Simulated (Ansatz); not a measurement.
# C₂H₁₀N₂Si: basis-set convergence

An exercise on one series of results from a longer session: the logs are not shown, and one member is left open.

Program: Ansatz 0.2.0, Gaussian basis. Level of theory: one geometry, several basis sets. These are calculated values, not measurements.

Levels to be run: PBE0-D4/def2-SVP; ωB97M-V/def2-SVP; PBE0-D4/def2-QZVPP; ωB97M-V/def2-QZVPP; the functionals' def2-TZVPP values are taken from earlier runs.

## Structure used throughout

All runs share one geometry, relaxed beforehand with PBE0-D4 in a triple-zeta def2 set.

15 atoms, charge 0, spin multiplicity 1.

Atoms are counted from 1 here; the program's logs count them from 0.

Bond lengths: C1–N2 1.445 Å, C1–H6 1.097 Å, C1–H7 1.095 Å, C1–H8 1.092 Å, N2–Si3 1.710 Å, N2–H9 1.008 Å, Si3–N4 1.710 Å, Si3–H10 1.495 Å, Si3–H11 1.495 Å, N4–C5 1.445 Å, N4–H12 1.008 Å, C5–H13 1.092 Å, C5–H14 1.095 Å, C5–H15 1.097 Å. Angles: N2–C1–H6 113.4°, N2–C1–H7 111.3°, N2–C1–H8 109.4°, H6–C1–H7 107.9°, H6–C1–H8 107.3°, H7–C1–H8 107.3°, C1–N2–Si3 125.6°, C1–N2–H9 113.9°, Si3–N2–H9 117.8°, N2–Si3–N4 108.1°, N2–Si3–H10 103.3°, N2–Si3–H11 117.8°, N4–Si3–H10 117.8°, N4–Si3–H11 103.3°, H10–Si3–H11 107.3°, Si3–N4–C5 125.6°, Si3–N4–H12 117.8°, C5–N4–H12 113.9° and more.

The first run:

File in.yaml:

```yaml
crystal:
  periodic: [false, false, false]
  atoms:
    - {symbol: C, position_ang: [-0.487982, 0.097948, -2.681737]}
    - {symbol: N, position_ang: [-0.707636, -0.071160, -1.263700]}
    - {symbol: Si, position_ang: [0.350727, 0.444142, -0.022895]}
    - {symbol: N, position_ang: [0.168924, -0.617856, 1.305390]}
    - {symbol: C, position_ang: [0.356172, -0.268117, 2.694740]}
    - {symbol: H, position_ang: [-0.989778, 0.980361, -3.098683]}
    - {symbol: H, position_ang: [-0.826053, -0.778351, -3.244599]}
    - {symbol: H, position_ang: [0.581736, 0.212369, -2.871295]}
    - {symbol: H, position_ang: [-1.668619, -0.249583, -1.017482]}
    - {symbol: H, position_ang: [1.682019, 0.488799, -0.702518]}
    - {symbol: H, position_ang: [0.114614, 1.792341, 0.579471]}
    - {symbol: H, position_ang: [0.211061, -1.608467, 1.124130]}
    - {symbol: H, position_ang: [0.223178, 0.809116, 2.818009]}
    - {symbol: H, position_ang: [-0.383560, -0.762255, 3.333208]}
    - {symbol: H, position_ang: [1.353396, -0.519989, 3.077362]}
basis:
  gaussian: {orbitals: def2-SVP}
hamiltonian: {xc: pbe0, dispersion: d4}
output: {orbitals: {seedname: orbitals}}
```

Steps of the session up to this table: PBE0-D4 in def2-SVP; ωB97M-V in def2-SVP; PBE0-D4 in def2-QZVPP; ωB97M-V in def2-QZVPP.

One table of the session follows, with a row left open; its other results are not shown here.

It belongs to the step «Density functionals: the series». 

| functional | basis | HOMO (eV) | LUMO (eV) |
| --- | --- | --- | --- |
| PBE0-D4 | def2-SVP | ? | ? |
| PBE0-D4 | def2-TZVPP | -6.58 | 0.99 |
| PBE0-D4 | def2-QZVPP | -6.61 | 0.66 |
| ωB97M-V | def2-SVP | -8.74 | 3.43 |
| ωB97M-V | def2-TZVPP | -8.91 | 2.49 |
| ωB97M-V | def2-QZVPP | -8.94 | 1.74 |

Q: Estimate the row for PBE0-D4, def2-SVP from the others.

The run gave: HOMO (eV): -6.42; LUMO (eV): 1.67. In the column «HOMO (eV)» it is the highest.
